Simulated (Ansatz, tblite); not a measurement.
**Ge6H12 ring rod (Ge5PH12+): a ladder of methods and basis sets**

How do method and basis change the picture of Ge6H12 ring rod (Ge5PH12+) (singlet)?

Method: as each input shows; program: Ansatz 0.2.0, Gaussian basis.

Plan: GFN1-xTB, GFN2-xTB, PBE-D4/def2-TZVP, r2SCAN-D4/def2-TZVP, PBE-QIDH/def2-TZVP, PBE-D4/def2-SVP, PBE0-D4/def2-SVP, HF/6-31G, B3LYP-D4/6-31G, MP2/def2-SVP, RPA/def2-SVP.

8 further runs of the same task are left out: 7 that didn't finish, 1 set aside as unsound or not needed. Runs told in other sessions of the task aren't counted.

**1. The relaxed structure**

The geometry is that of the singlet, from an earlier relaxation (PBE0-D4/def2-SVP).

18 atoms, charge 1, spin multiplicity 1.

Bond lengths: Ge1–P4 2.370 Å, Ge1–Ge6 2.437 Å, Ge1–H7 1.535 Å, Ge1–H8 1.535 Å, Ge2–Ge5 2.430 Å, Ge2–Ge6 2.430 Å, Ge2–H9 1.535 Å, Ge2–H10 1.537 Å, Ge3–P4 2.370 Å, Ge3–Ge5 2.437 Å, Ge3–H11 1.535 Å, Ge3–H12 1.535 Å, P4–H13 1.415 Å, P4–H14 1.417 Å, Ge5–H15 1.537 Å, Ge5–H16 1.535 Å, Ge6–H17 1.537 Å, Ge6–H18 1.535 Å. Angles: P4–Ge1–Ge6 105.2°, P4–Ge1–H7 102.2°, P4–Ge1–H8 100.2°, Ge6–Ge1–H7 118.3°, Ge6–Ge1–H8 116.1°, H7–Ge1–H8 111.7°, Ge5–Ge2–Ge6 107.7°, Ge5–Ge2–H9 109.9°, Ge5–Ge2–H10 109.0°, Ge6–Ge2–H9 109.9°, Ge6–Ge2–H10 109.0°, H9–Ge2–H10 111.2°, P4–Ge3–Ge5 105.2°, P4–Ge3–H11 102.2°, P4–Ge3–H12 100.2°, Ge5–Ge3–H11 118.3°, Ge5–Ge3–H12 116.1°, H11–Ge3–H12 111.7° and more.

Geometry (Å):

| atom | x (Å) | y (Å) | z (Å) |
| --- | --- | --- | --- |
| Ge1 | -0.63325 | -0.72958 | 2.11562 |
| Ge2 | 2.13540 | -0.68965 | -0.68700 |
| Ge3 | -0.63114 | 2.11433 | -0.73500 |
| P4 | -1.88149 | 0.67564 | 0.67267 |
| Ge5 | 0.70424 | 0.63490 | -2.13677 |
| Ge6 | 0.70322 | -2.13532 | 0.64097 |
| H7 | -1.73473 | -1.39354 | 2.95292 |
| H8 | 0.13647 | 0.32500 | 2.92373 |
| H9 | 3.09526 | -1.53761 | -1.53224 |
| H10 | 2.90641 | 0.25148 | 0.25183 |
| H11 | -1.73138 | 2.95145 | -1.40123 |
| H12 | 0.13903 | 2.92374 | 0.31824 |
| H13 | -2.71469 | -0.13406 | -0.13573 |
| H14 | -2.82958 | 1.42109 | 1.41573 |
| H15 | -0.30521 | -0.23695 | -2.90121 |
| H16 | 1.47432 | 1.55306 | -3.09581 |
| H17 | -0.30558 | -2.90243 | -0.22928 |
| H18 | 1.47270 | -3.09156 | 1.56256 |

The ion is computed in the gas phase, without counter-ions or solvent.

PBE0-D4/def2-TZVP was run before; its log isn't repeated, and its numbers join the tables.

**2. GFN1-xTB**

Tight binding, by tblite at 300 K electronic temperature and without a spin-polarisation term:

```python
tblite.interface.Calculator('GFN1-xTB', numbers, positions, charge=1, uhf=0).singlepoint()
```

Energy -463.8401 eV, HOMO -15.16 eV, LUMO -11.77 eV; 0.019 s.

**3. GFN2-xTB**

Tight binding, by tblite at 300 K electronic temperature and without a spin-polarisation term:

```python
tblite.interface.Calculator('GFN2-xTB', numbers, positions, charge=1, uhf=0).singlepoint()
```

Energy -486.7744 eV, HOMO -14.36 eV, LUMO -10.02 eV; 0.014 s.

**4. PBE-D4/def2-TZVP**

start.molden holds the orbitals of an earlier run on this state, given as this run's starting guess.

in.yaml

```yaml
crystal:
  periodic: [false, false, false]
  atoms:
    - {symbol: Ge, position_ang: [-0.633249, -0.729576, 2.115621]}
    - {symbol: Ge, position_ang: [2.135405, -0.689651, -0.686995]}
    - {symbol: Ge, position_ang: [-0.631137, 2.114334, -0.735003]}
    - {symbol: P, position_ang: [-1.881487, 0.675638, 0.672671]}
    - {symbol: Ge, position_ang: [0.704240, 0.634898, -2.136771]}
    - {symbol: Ge, position_ang: [0.703216, -2.135321, 0.640967]}
    - {symbol: H, position_ang: [-1.734725, -1.393537, 2.952916]}
    - {symbol: H, position_ang: [0.136466, 0.325001, 2.923731]}
    - {symbol: H, position_ang: [3.095262, -1.537607, -1.532235]}
    - {symbol: H, position_ang: [2.906406, 0.251480, 0.251827]}
    - {symbol: H, position_ang: [-1.731382, 2.951454, -1.401232]}
    - {symbol: H, position_ang: [0.139027, 2.923743, 0.318236]}
    - {symbol: H, position_ang: [-2.714691, -0.134057, -0.135726]}
    - {symbol: H, position_ang: [-2.829584, 1.421094, 1.415733]}
    - {symbol: H, position_ang: [-0.305209, -0.236950, -2.901214]}
    - {symbol: H, position_ang: [1.474320, 1.553063, -3.095807]}
    - {symbol: H, position_ang: [-0.305578, -2.902431, -0.229285]}
    - {symbol: H, position_ang: [1.472701, -3.091555, 1.562556]}
basis:
  gaussian: {orbitals: def2-TZVP, initial_orbitals: start.molden}
total_charge: 1
hamiltonian: {xc: pbe, dispersion: d4}
scf: {omitted_lower_state_checks: [starts]}
output: {forces: true, orbitals: {seedname: orbitals}}
```

On the command line:

```
$ ansatz run in.yaml --threads 4 --pin off --events-out ev --progress --plain --max-ram 4787MiB
```

After this run come: r2SCAN-D4/def2-TZVP; PBE-QIDH/def2-TZVP; PBE-D4/def2-SVP; PBE0-D4/def2-SVP; HF/6-31G; B3LYP-D4/6-31G; MP2/def2-SVP; RPA/def2-SVP.

Q: Predict the results of all the runs planned. Wanted: gap in def2-TZVP, named functionals, smallest and largest; correlation energy, MP2/def2-SVP; PBE0 total energy, smallest basis above largest.

As calculated:

| quantity | value |
| --- | --- |
| gap in def2-TZVP, named functionals, smallest and largest | 4.80 eV (PBE-D4), 6.59 eV (PBE0-D4) |
| correlation energy, MP2/def2-SVP | -34.73 eV |
| PBE0 total energy, smallest basis above largest | 38.81 eV (def2-SVP, def2-TZVP) |

Over the named functionals in def2-TZVP the gap runs from 4.80 eV (PBE-D4) to 6.59 eV (PBE0-D4); exact exchange widens it.
